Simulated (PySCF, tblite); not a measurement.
# C₅H₈FO₂−: dynamics, then NMR shifts on frames, part 2 of 2

tblite 0.8.0 and PySCF 2.14.0. Atoms count from 0. The steps go on from the part before.

**5. Nuclear shieldings: 625 fs, PBE0/pcSseg-1**

The job: settings as JSON, then the geometry in Å.

```
{"job": {"kind": "nmr", "xc": "PBE0", "basis": "pcSseg-1", "pop": false}, "charge": -1, "multiplicity": 1}
C     -1.811100    -0.934200     1.758500
C     -1.004600    -0.001700     0.778500
C     -1.686600     0.378700    -0.489900
C      0.401300    -0.533600     0.404400
F      0.925500    -1.333400     1.421300
C      1.399500     0.611000     0.050600
O      2.238700     0.389500    -0.816300
O      1.210400     1.656500     0.671600
H     -2.755000    -0.404600     1.978000
H     -2.141000    -1.903800     1.455000
H     -1.248300    -0.939800     2.658300
H     -0.893700     0.880800     1.424400
H     -1.868700    -0.491100    -1.152500
H     -2.716000     0.750600    -0.285600
H     -1.119200     1.158900    -1.037900
H      0.366400    -1.209000    -0.468100
```

Method: GIAO PBE0/pcSseg-1 NMR shielding, non-relativistic, gas phase.

What it wrote:

```text
coarse grid: 13648 points
cycle   1  E = -444.8267562638  dE =  1.020e+00  |g| = 1.164e+00  |ddm| = 3.434e+00
cycle   2  E = -444.4792116986  dE =  3.475e-01  |g| = 1.836e+00  |ddm| = 3.355e+00
cycle   3  E = -445.0757711029  dE = -5.966e-01  |g| = 1.552e-01  |ddm| = 2.365e+00
cycle   4  E = -445.0807361034  dE = -4.965e-03  |g| = 6.392e-02  |ddm| = 2.036e-01
cycle   5  E = -445.0814837241  dE = -7.476e-04  |g| = 2.987e-02  |ddm| = 6.889e-02
cycle   6  E = -445.0816383902  dE = -1.547e-04  |g| = 8.066e-03  |ddm| = 2.881e-02
cycle   7  E = -445.0816499659  dE = -1.158e-05  |g| = 2.099e-03  |ddm| = 8.096e-03
cycle   8  E = -445.0816509497  dE = -9.837e-07  |g| = 4.074e-04  |ddm| = 2.672e-03
final grid: 133040 points
cycle   9  E = -445.1582188523  dE = -3.621e-05  |g| = 1.223e-02  |ddm| = 2.945e-02
cycle  10  E = -445.1581807894  dE =  3.806e-05  |g| = 1.889e-02  |ddm| = 2.527e-02
cycle  11  E = -445.1582476763  dE = -6.689e-05  |g| = 1.328e-03  |ddm| = 1.585e-02
cycle  12  E = -445.1582480267  dE = -3.504e-07  |g| = 3.211e-04  |ddm| = 1.104e-03
cycle  13  E = -445.1582480379  dE = -1.120e-08  |g| = 2.371e-04  |ddm| = 4.214e-04
cycle  14  E = -445.1582480481  dE = -1.023e-08  |g| = 2.971e-05  |ddm| = 2.086e-04
cycle  15  E = -445.1582480483  dE = -1.679e-10  |g| = 9.478e-06  |ddm| = 3.690e-05
converged SCF energy = -445.1582480483

GIAO shielding tensors (ppm)
atom      isotropic    diamagn.    paramagn.     s11        s22        s33       span
  0 C      167.879     243.989     -76.110    152.323    162.458    188.857     36.534
  1 C      148.476     248.581    -100.106    129.416    151.101    164.910     35.494
  2 C      164.324     246.097     -81.773    150.054    157.162    185.756     35.701
  3 C       78.499     245.955    -167.456     60.029     86.848     88.620     28.591
  4 F      392.475     473.653     -81.178    366.416    376.040    434.969     68.553
  5 C       20.219     243.269    -223.050    -71.104     59.225     72.536    143.639
  6 O      -10.271     405.906    -416.177   -203.802    -64.374    237.362    441.164
  7 O       17.841     407.631    -389.791   -189.806    -50.608    293.936    483.742
  8 H       31.257      29.335       1.922     27.228     29.346     37.197      9.970
  9 H       31.690      30.468       1.222     27.964     29.204     37.902      9.939
 10 H       30.754      30.540       0.214     26.004     29.427     36.832     10.828
 11 H       28.758      33.192      -4.434     23.881     28.250     34.141     10.260
 12 H       30.870      30.768       0.102     27.357     28.782     36.471      9.115
 13 H       30.687      29.732       0.955     26.731     28.293     37.038     10.307
 14 H       29.644      29.820      -0.176     24.831     28.842     35.259     10.429
 15 H       27.673      33.100      -5.427     24.421     28.880     29.718      5.296
```

Wall time 1.8 min (1 thread of Intel Xeon at 2.50GHz, shared host); peak memory 0.82 GiB.

Key values: δ C5 166.7, C3 108.4, C1 38.4, C2 22.6, H15 4.04, H11 2.96 ppm.

**6. Shielding tensors: 800 fs, PBE0/pcSseg-1**

The job: settings as JSON, then the geometry in Å.

```
{"job": {"kind": "nmr", "xc": "PBE0", "basis": "pcSseg-1", "pop": false}, "charge": -1, "multiplicity": 1}
C     -1.603200    -1.274800     1.855300
C     -0.810900    -0.079500     1.264400
C     -1.691900     0.620200     0.272400
C      0.491100    -0.524200     0.684100
F      1.142300    -1.243800     1.672600
C      1.478300     0.761500     0.308900
O      2.437100     0.522800    -0.419600
O      1.173600     1.808900     0.897100
H     -2.527800    -0.946100     2.318300
H     -1.913400    -1.995400     1.100900
H     -0.962500    -1.848200     2.524700
H     -0.625800     0.678600     2.039200
H     -1.905800    -0.049800    -0.553500
H     -2.599800     0.821800     0.736900
H     -1.414000     1.611700    -0.109200
H      0.366700    -1.192500    -0.188800
```

Level: GIAO PBE0/pcSseg-1 NMR shielding, non-relativistic, gas phase.

What it wrote:

```text
coarse grid: 13648 points
cycle   1  E = -444.8235741255  dE =  1.039e+00  |g| = 1.171e+00  |ddm| = 3.456e+00
cycle   2  E = -444.4379761427  dE =  3.856e-01  |g| = 1.891e+00  |ddm| = 3.312e+00
cycle   3  E = -445.0757912016  dE = -6.378e-01  |g| = 1.717e-01  |ddm| = 2.346e+00
cycle   4  E = -445.0819736742  dE = -6.182e-03  |g| = 6.560e-02  |ddm| = 2.213e-01
cycle   5  E = -445.0827518848  dE = -7.782e-04  |g| = 3.062e-02  |ddm| = 7.082e-02
cycle   6  E = -445.0829122293  dE = -1.603e-04  |g| = 9.285e-03  |ddm| = 2.996e-02
cycle   7  E = -445.0829276419  dE = -1.541e-05  |g| = 2.216e-03  |ddm| = 9.190e-03
cycle   8  E = -445.0829287601  dE = -1.118e-06  |g| = 3.550e-04  |ddm| = 2.990e-03
final grid: 133040 points
cycle   9  E = -445.1595049124  dE = -3.838e-05  |g| = 1.233e-02  |ddm| = 3.111e-02
cycle  10  E = -445.1594647895  dE =  4.012e-05  |g| = 1.917e-02  |ddm| = 2.572e-02
cycle  11  E = -445.1595347281  dE = -6.994e-05  |g| = 1.403e-03  |ddm| = 1.620e-02
cycle  12  E = -445.1595351227  dE = -3.947e-07  |g| = 2.476e-04  |ddm| = 1.096e-03
cycle  13  E = -445.1595351344  dE = -1.171e-08  |g| = 1.282e-04  |ddm| = 3.342e-04
cycle  14  E = -445.1595351370  dE = -2.565e-09  |g| = 5.514e-05  |ddm| = 1.366e-04
cycle  15  E = -445.1595351376  dE = -5.422e-10  |g| = 1.254e-05  |ddm| = 5.487e-05
converged SCF energy = -445.1595351376

GIAO shielding tensors (ppm)
atom      isotropic    diamagn.    paramagn.     s11        s22        s33       span
  0 C      164.731     247.259     -82.527    148.317    155.766    190.111     41.794
  1 C      154.001     246.675     -92.673    146.798    147.764    167.442     20.644
  2 C      169.909     246.100     -76.191    148.424    166.804    194.499     46.075
  3 C       78.005     247.442    -169.436     63.347     81.145     89.523     26.176
  4 F      392.299     474.217     -81.918    361.556    391.167    424.175     62.619
  5 C       19.844     242.473    -222.629    -73.891     55.274     78.151    152.042
  6 O        7.189     404.947    -397.758   -165.799    -42.973    230.340    396.139
  7 O       28.404     406.701    -378.298   -158.118    -16.389    259.718    417.836
  8 H       31.501      29.864       1.637     27.398     29.218     37.888     10.490
  9 H       31.637      31.137       0.500     28.747     29.258     36.906      8.159
 10 H       29.896      29.885       0.011     24.496     29.405     35.788     11.292
 11 H       29.074      32.259      -3.185     25.336     27.826     34.059      8.724
 12 H       32.028      31.926       0.102     28.384     29.752     37.947      9.563
 13 H       32.638      32.406       0.232     28.220     30.963     38.733     10.513
 14 H       30.098      30.732      -0.634     24.972     28.679     36.644     11.672
 15 H       28.113      33.007      -4.894     25.039     29.425     29.875      4.835
```

It took 94 s on 1 thread of Intel Xeon at 2.50GHz, shared host; peak memory 0.82 GiB.

In short: δ C5 167.1, C3 108.9, C1 32.9, C0 22.2, H15 3.60, H11 2.64 ppm.

**7. NMR shieldings: 1000 fs, PBE0/pcSseg-1**

The job: settings as JSON, then the geometry in Å.

```
{"job": {"kind": "nmr", "xc": "PBE0", "basis": "pcSseg-1", "pop": false}, "charge": -1, "multiplicity": 1}
C     -1.601400    -0.938600     1.814200
C     -0.768600     0.261600     1.352600
C     -1.622800     1.211100     0.528900
C      0.501800    -0.030600     0.541700
F      1.149400    -1.173700     0.994800
C      1.645200     1.125600     0.579900
O      2.403700     1.083700    -0.399000
O      1.592400     1.896100     1.584000
H     -2.487000    -0.678900     2.308400
H     -1.915400    -1.471900     0.886100
H     -0.977300    -1.611400     2.410200
H     -0.467100     0.811000     2.245400
H     -2.012900     0.687400    -0.309700
H     -2.415900     1.671300     1.110000
H     -0.981200     2.030100     0.176600
H      0.263500    -0.271400    -0.515100
```

With the program's defaults for keys left out, this is: GIAO PBE0/pcSseg-1 NMR shielding, non-relativistic, gas phase.

What it wrote:

```text
coarse grid: 13648 points
cycle   1  E = -444.8270091528  dE =  9.313e-01  |g| = 1.172e+00  |ddm| = 3.432e+00
cycle   2  E = -444.4202356588  dE =  4.068e-01  |g| = 1.924e+00  |ddm| = 3.222e+00
cycle   3  E = -445.0793004731  dE = -6.591e-01  |g| = 1.766e-01  |ddm| = 2.264e+00
cycle   4  E = -445.0855228321  dE = -6.222e-03  |g| = 7.775e-02  |ddm| = 2.246e-01
cycle   5  E = -445.0863349888  dE = -8.122e-04  |g| = 4.696e-02  |ddm| = 8.664e-02
cycle   6  E = -445.0867406935  dE = -4.057e-04  |g| = 7.361e-03  |ddm| = 4.090e-02
cycle   7  E = -445.0867509229  dE = -1.023e-05  |g| = 2.115e-03  |ddm| = 7.962e-03
cycle   8  E = -445.0867519737  dE = -1.051e-06  |g| = 3.374e-04  |ddm| = 3.027e-03
final grid: 133040 points
cycle   9  E = -445.1632412142  dE = -3.839e-05  |g| = 1.254e-02  |ddm| = 2.980e-02
cycle  10  E = -445.1631989223  dE =  4.229e-05  |g| = 1.966e-02  |ddm| = 2.592e-02
cycle  11  E = -445.1632717558  dE = -7.283e-05  |g| = 1.504e-03  |ddm| = 1.636e-02
cycle  12  E = -445.1632722218  dE = -4.660e-07  |g| = 2.299e-04  |ddm| = 1.158e-03
cycle  13  E = -445.1632722332  dE = -1.142e-08  |g| = 1.028e-04  |ddm| = 3.589e-04
cycle  14  E = -445.1632722349  dE = -1.695e-09  |g| = 4.465e-05  |ddm| = 1.088e-04
cycle  15  E = -445.1632722352  dE = -3.052e-10  |g| = 1.749e-05  |ddm| = 4.660e-05
converged SCF energy = -445.1632722352

GIAO shielding tensors (ppm)
atom      isotropic    diamagn.    paramagn.     s11        s22        s33       span
  0 C      167.017     249.312     -82.295    153.280    160.506    187.267     33.987
  1 C      156.671     248.648     -91.977    143.561    156.460    169.992     26.431
  2 C      166.747     250.280     -83.533    154.905    156.859    188.478     33.573
  3 C       77.007     244.895    -167.887     60.165     84.453     86.405     26.240
  4 F      398.284     475.825     -77.542    377.733    382.574    434.545     56.812
  5 C       14.696     245.520    -230.824    -82.450     57.239     69.299    151.749
  6 O      -16.272     405.736    -422.009   -210.307    -64.973    226.463    436.770
  7 O       15.090     405.518    -390.428   -196.277    -24.411    265.959    462.236
  8 H       32.087      31.682       0.404     28.365     29.767     38.127      9.762
  9 H       30.851      31.147      -0.296     27.285     28.899     36.368      9.083
 10 H       30.115      30.692      -0.576     25.204     28.670     36.473     11.269
 11 H       29.314      33.115      -3.801     25.249     27.855     34.840      9.591
 12 H       32.383      33.114      -0.731     29.132     30.274     37.745      8.613
 13 H       31.353      31.030       0.323     27.579     28.454     38.026     10.447
 14 H       30.285      31.380      -1.095     25.255     29.758     35.842     10.587
 15 H       27.829      33.244      -5.415     23.939     29.268     30.281      6.342
```

Run time: 85 s. Hardware: 1 thread of Intel Xeon at 2.50GHz, shared host; peak memory 0.82 GiB.

This run: δ C5 172.2, C3 109.9, C1 30.3, C2 20.2, H15 3.89, H11 2.40 ppm.

**8. Run by run: NMR shifts**

Shifts (ppm) of some atoms, chosen among heavy atoms and hydrogens apart, with basis size and wall time:

```csv
frame,C5,C1,H14,H13,F4,O6,O7,functions,time
250 fs,163.8,38.2,3.36,0.43,-208.2,325.1,298.7,176,1.9 min
425 fs,164.8,34.6,2.24,0.34,-214.9,348.0,291.2,176,88 s
625 fs,166.7,38.4,2.07,1.03,-221.5,346.4,318.2,176,1.8 min
800 fs,167.1,32.9,1.62,-0.92,-221.4,328.9,307.7,176,94 s
1000 fs,172.2,30.3,1.43,0.36,-227.3,352.4,321.0,176,85 s
```

**9. What came out**

The summary covers parts 1 to 2.

| quantity | value |
| --- | --- |
| thermostat | 200 K |
| mean temperature, second half | 215 K |
| mean potential energy above the minimum | 0.35 eV |
| 13C shifts against TMS (PBE0/pcSseg-1, 250 fs) | 163.8, 115.0, 38.2, 24.6, 21.2 ppm |
| 1H shifts against TMS (PBE0/pcSseg-1, 250 fs) | 3.97, 3.36, 1.71, 1.60, 1.39, 0.99, 0.43, -0.53 ppm |
| 19F shifts against CFCl3 (PBE0/pcSseg-1, 250 fs) | -208.2 ppm |
| 17O shifts against H2O (PBE0/pcSseg-1, 250 fs) | 325.1, 298.7 ppm |
| range of the shift of O7 | 291.2 to 321.0 ppm |

In the second half the potential energy averages 0.35 eV above the minimum; equipartition over 42 harmonic modes at 200 K would give 0.36 eV. With 16 atoms the temperature swings widely (99 to 306 K). Shifts at one fixed geometry are not the observed spectrum, which averages over the motion. In the first frame run (250 fs): The largest span, 416 ppm, is at O7, where the paramagnetic term is -370 ppm. Across the 5 runs the shift of O7 moves most, between 291.2 (425 fs) and 321.0 ppm (1000 fs).
